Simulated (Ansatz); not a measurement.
# BLYP/def2-SVP (core potential) run of HfCl4 (hafnium tetrachloride)

Aim: the vertical ionisation energy of HfCl4 (hafnium tetrachloride) at BLYP/def2-SVP (core potential), from 2 runs. 

The calculation is run with Ansatz 0.2.0.

## 1. The system as given

The species is HfCl4 (5 atoms), meant as a singlet with charge 0. As SMILES, `[Cl][Hf]([Cl])([Cl])[Cl]`. The shape is that of a PBE0-D4/def2-TZVP optimisation.

Bond lengths: Cl1–Hf2 2.318 Å, Hf2–Cl3 2.318 Å, Hf2–Cl4 2.318 Å, Hf2–Cl5 2.318 Å. Angles: Cl1–Hf2–Cl3 109.5°, Cl1–Hf2–Cl4 109.5°, Cl1–Hf2–Cl5 109.5°, Cl3–Hf2–Cl4 109.5°, Cl3–Hf2–Cl5 109.5°, Cl4–Hf2–Cl5 109.5°.

## 2. A single-point energy at BLYP/def2-SVP (core potential)

run.yaml

```yaml
crystal:
  periodic: [false, false, false]
  atoms:
    - {symbol: Cl, position_ang: [-0.049920, -0.218520, 2.307050]}
    - {symbol: Hf, position_ang: [0.000120, -0.000030, 0.000030]}
    - {symbol: Cl, position_ang: [1.506260, -1.521760, -0.888040]}
    - {symbol: Cl, position_ang: [-2.112190, -0.411630, -0.860750]}
    - {symbol: Cl, position_ang: [0.655730, 2.151940, -0.558290]}
basis:
  gaussian:
    orbitals: def2-SVP
hamiltonian:
  xc: {name: BLYP}
accuracy: high
output:
  orbitals: {seedname: orbitals}
```

Command:

```
ansatz run run.yaml --threads 1 --pin off --max-ram 3480MiB --events-out events.jsonl --progress --plain --runs-dir runs
```

What it wrote:

```text
Warning: RAYON_NUM_THREADS=1 ignored (pool sized by the plan → 1); use --threads N
Functional definition: BLYP
  name "BLYP"
  parameter beta = 0.0042
  parameter a = 0.04918
  parameter b = 0.132
  parameter c = 0.2533
  parameter d = 0.349
  exchange = b88_x(beta = beta)
  correlation = lyp_c(a = a, b = b, c = c, d = d)
2067 factors; integrals over basis functions are off by at most 3.9e-8 eV
mean field evaluation 1: about -51388.3827 eV, gradient 2.1e1 eV
mean field evaluation 2: about -51385.8554 eV, gradient 3.8e1 eV
mean field evaluation 4: about -51389.5003 eV, gradient 1.6e0 eV
mean field evaluation 8: about -51389.5121 eV, gradient 2.2e-2 eV
mean field evaluation 16: about -51389.5121 eV, gradient 1.2e-6 eV
mean field -51389.51208191 eV, -1888.5297359478 hartree, gradient 7.7e-8 eV, S^2 0.000000; 0 other end points of the search recorded, 0 dependent functions left out
reference -51389.51213866 eV, -1888.5297380334 hartree; 40, 40 occupied and 64, 64 virtual orbitals, 2067 factors
Total energy: -51389.51213866 eV, -1888.5297380334 hartree
```

Wall time 4.2 s (1 thread of AMD EPYC 9R45 (Zen 5), shared host); peak memory 0.31 GiB.

## 3. The doublet cation

input.yaml

```yaml
crystal:
  periodic: [false, false, false]
  atoms:
    - {symbol: Cl, position_ang: [-0.049920, -0.218520, 2.307050]}
    - {symbol: Hf, position_ang: [0.000120, -0.000030, 0.000030]}
    - {symbol: Cl, position_ang: [1.506260, -1.521760, -0.888040]}
    - {symbol: Cl, position_ang: [-2.112190, -0.411630, -0.860750]}
    - {symbol: Cl, position_ang: [0.655730, 2.151940, -0.558290]}
basis:
  gaussian: {orbitals: def2-SVP}
hamiltonian: {xc: {name: BLYP}}
output: {orbitals: {seedname: orbitals}}
accuracy: high
total_charge: 1
magnetization: {spin_polarized: true, initial_magnetization: 1}
```

Command:

```
ansatz run input.yaml --threads 1 --pin off --max-ram 3480MiB --events-out events.jsonl --progress --plain --runs-dir runs
```

What it wrote, cut to the lines that bear on the results:

```text
Warning: RAYON_NUM_THREADS=1 ignored (pool sized by the plan → 1); use --threads N
Functional definition: BLYP
  name "BLYP"
[...]
2067 factors; integrals over basis functions are off by at most 3.9e-8 eV
[...]
mean field -51378.82389546 eV, -1888.1369523404 hartree, gradient 2.1e-8 eV, S^2 0.752425; 20 other end points of the search recorded, 0 dependent functions left out
reference -51378.82395590 eV, -1888.1369545617 hartree; 40, 39 occupied and 64, 65 virtual orbitals, 2067 factors
Total energy: -51378.82395590 eV, -1888.1369545617 hartree
```

Run time: 53 s. Hardware: 1 thread of AMD EPYC 9R45 (Zen 5), shared host; peak memory 0.46 GiB.

## 4. What came out

Level: BLYP/def2-SVP (core potential).

```
                                          quantity           value
                       singlet HfCl4: total energy  -1888.52974 Eh
                        singlet HfCl4: HOMO energy        -8.03 eV
                        singlet HfCl4: LUMO energy        -2.66 eV
                      singlet HfCl4: HOMO–LUMO gap         5.37 eV
                      doublet cation: total energy  -1888.13695 Eh
doublet cation: HOMO energy (highest over α and β)       -13.35 eV
                              doublet cation: ⟨S²⟩           0.752
vertical ionisation energy (to the doublet cation)       10.688 eV
```

In words: Removing an electron at fixed nuclei costs 10.69 eV (1031 kJ/mol). −ε(HOMO) before ionisation, 8.03 eV, is 2.66 eV below this ionisation energy. HOMO and LUMO (doublet cation) coincide because both belong to a partly filled level; that is no closing of a gap.
